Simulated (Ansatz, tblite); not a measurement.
# NbSeCl3: charged states by level of theory

The task here is to estimate one member of a computed series from the others.

Program: Ansatz 0.2.0, Gaussian basis. Level of theory: as each input shows. These are calculated values, not measurements.

Plan: charge +1 doublet, at the geometry of the singlet (PBE0-D4/def2-TZVP, PBE-D4/def2-TZVP, r2SCAN-D4/def2-TZVP, CCSD(T)/def2-SVP); charge -1 doublet, at the geometry of the singlet (PBE0-D4/def2-TZVPD, PBE-D4/def2-TZVPD, r2SCAN-D4/def2-TZVPD); the starting singlet's energies come from earlier runs.

1 further run of the same task is left out (it didn't finish). Runs told in other sessions of the task aren't counted.

## The relaxed structure

The geometry is that of the singlet, from an earlier relaxation (PBE0-D4/def2-SVP).

5 atoms, charge 0, spin multiplicity 1.

Atoms are counted from 1 here; the program's logs count them from 0.

Bond lengths: Nb1–Se2 2.252 Å, Nb1–Cl3 2.270 Å, Nb1–Cl4 2.270 Å, Nb1–Cl5 2.270 Å. Angles: Se2–Nb1–Cl3 108.1°, Se2–Nb1–Cl4 108.1°, Se2–Nb1–Cl5 108.1°, Cl3–Nb1–Cl4 110.8°, Cl3–Nb1–Cl5 110.8°, Cl4–Nb1–Cl5 110.8°.

Formally the metal is d0. Nb takes a core potential in the def2 sets. No spin-orbit coupling is included.

Set-up of the first run:

Input file in.yaml:

```yaml
crystal:
  periodic: [false, false, false]
  atoms:
    - {symbol: Nb, position_ang: [-0.000172, 0.000196, -0.026435]}
    - {symbol: Se, position_ang: [0.012004, -0.016568, 2.225373]}
    - {symbol: Cl, position_ang: [2.152773, 0.010997, -0.744545]}
    - {symbol: Cl, position_ang: [-1.087026, 1.870500, -0.713260]}
    - {symbol: Cl, position_ang: [-1.077579, -1.865124, -0.741133]}
basis:
  gaussian: {orbitals: def2-SVP}
total_charge: 1
magnetization: {spin_polarized: true, initial_magnetization: 1}
hamiltonian: {xc: pbe0, dispersion: d4}
output: {orbitals: {seedname: orbitals}}
```

Run with:

```sh
$ ansatz run in.yaml --threads 4 --pin off --events-out ev --progress --plain --max-ram 3916MiB
```

Among the steps run: Charge +1 doublet at the fixed geometry, first pass, PBE0-D4/def2-SVP; Charge +1 doublet at the fixed geometry, PBE0-D4/def2-TZVP; Charge +1 doublet at the fixed geometry, PBE-D4/def2-TZVP; Charge +1 doublet at the fixed geometry, r2SCAN-D4/def2-TZVP; Charge +1 doublet at the fixed geometry, CCSD(T)/def2-SVP.

One table of the session follows, with a row left open; its other results are not shown here.

It belongs to the step «Vertical ionisation energy». 

| level | vertical ionisation energy (eV) |
| --- | --- |
| HF/def2-SVP | +9.17 |
| PBE-D4/def2-TZVP | +9.61 |
| r2SCAN-D4/def2-TZVP | +9.76 |
| PBE0-D4/def2-TZVP | +9.81 |
| MP2/def2-SVP | +10.23 |
| CCSD/def2-SVP | +9.76 |
| CCSD(T)/def2-SVP | ? |

Estimate the missing values for CCSD(T)/def2-SVP.

As computed: vertical ionisation energy (eV): +9.74. In the column «vertical ionisation energy (eV)» it lies between PBE-D4/def2-TZVP (+9.61) and r2SCAN-D4/def2-TZVP (+9.76).

To keep in mind: The anion's highest level is positive in at least one run, so there the basis alone may hold the extra electron.
